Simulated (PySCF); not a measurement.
**[Nd(OH)2]2+: other functionals and bases at one geometry**

One table from this session's results is given with a row withheld; the runs are named, their logs left out.

Method: several levels, as the steps say, no spin–orbit coupling; program: PySCF 2.14.0.

1 further run of the same task is left out (for a known fault of the program).

**The system as given**

5 atoms, charge 2, spin multiplicity 1.

Bond lengths: Nd1–O2 1.908 Å, Nd1–H3 2.882 Å, Nd1–O4 1.908 Å, Nd1–H5 2.882 Å, O2–H3 0.985 Å, O4–H5 0.985 Å. Angles: O2–Nd1–H3 3.6°, O2–Nd1–O4 103.7°, O2–Nd1–H5 100.0°, H3–Nd1–O4 100.0°, H3–Nd1–H5 96.4°, O4–Nd1–H5 3.6°, Nd1–O2–H3 169.3°, Nd1–H3–O2 7.1°, Nd1–O4–H5 169.3°, Nd1–H5–O4 7.1°.

Coordinates:

| atom | x (Å) | y (Å) | z (Å) |
| --- | --- | --- | --- |
| Nd1 | 0.0000 | 0.0000 | -0.6978 |
| O2 | 1.4998 | -0.0336 | 0.4816 |
| H3 | 2.1478 | -0.0485 | 1.2236 |
| O4 | -1.4998 | 0.0336 | 0.4816 |
| H5 | -2.1478 | 0.0485 | 1.2236 |

Formal oxidation states: Nd +4. Each metal's 2 4f electrons lie in its core potential, so multiplicities, spins and levels count the valence alone. An earlier session relaxed this geometry at PBE0, Nd lcecp-2-SVP with ECP48, O def2-SVP, H def2-SVP (singlet, point group C2v).

At PBE0 on the finer grid: E = -190.723134 Eh, frontier levels not given, since the 4f levels lie in the core, Mulliken charge on Nd1 +1.94 e, largest force component 0.001 eV/Å. 

Levels to run: BP86; BLYP; PBE0, TZVP. Hardware: 2 threads of Arm Neoverse V2, shared host.

The first run:

run.py (the lines that set the calculation)

```python
mol = gto.M(atom='''
Nd     0.00000     0.00000    -0.69777
O      1.49984    -0.03364     0.48160
H      2.14783    -0.04852     1.22362
O     -1.49984     0.03364     0.48160
H     -2.14783     0.04852     1.22362''',
    basis={'Nd': 'lcecp-2-SVP', 'O': 'def2-SVP', 'H': 'def2-SVP'},
    ecp={'Nd': 'lcecp-2-SVP'},
    charge=2, spin=0)
mf = dft.RKS(mol, xc='B88,P86')
mf.grids.atom_grid = (75, 302)  # f atoms: unpruned, at least (60, 302)
mf = mf.density_fit()  # fitting sets: Nd AutoAux, O def2-universal-JKFIT, H def2-universal-JKFIT
mf.conv_tol = 1e-08; mf.max_cycle = 55
mf.kernel(dm0)  # dm0: the density of the relaxed state
```

Command:

```sh
$ OMP_NUM_THREADS=2 python run.py
```

Steps of the session up to this table: BP86; BLYP; PBE0, TZVP.

One of the session's tables, all rows but one given; the rest of the session is left out.

```
              level  charge on Nd1 (e)  dipole (D)  largest force component (eV/Å)
PBE0 (relaxed here)               1.94        0.55                            0.00
               BP86                  ?           ?                               ?
               BLYP               1.79        0.11                            1.47
         PBE0, TZVP               2.20        0.80                            0.27
```

Estimate the missing values for BP86.

**Answer.** charge on Nd1 (e): 1.81; dipole (D): 0.08; largest force component (eV/Å): 0.97. In the column «charge on Nd1 (e)» it lies between BLYP (1.79) and PBE0 (relaxed here) (1.94).

The dipole of a charged species depends on the origin, so these sizes hold for this origin alone.

The largest leftover force, 1.47 eV/Å with BLYP, stands at a geometry relaxed at another level. With 4f in the core, its levels are missing from HOMO and gap, and its count is fixed, so no charge can pass from the ligands into it. Total energies of different levels can't be compared.
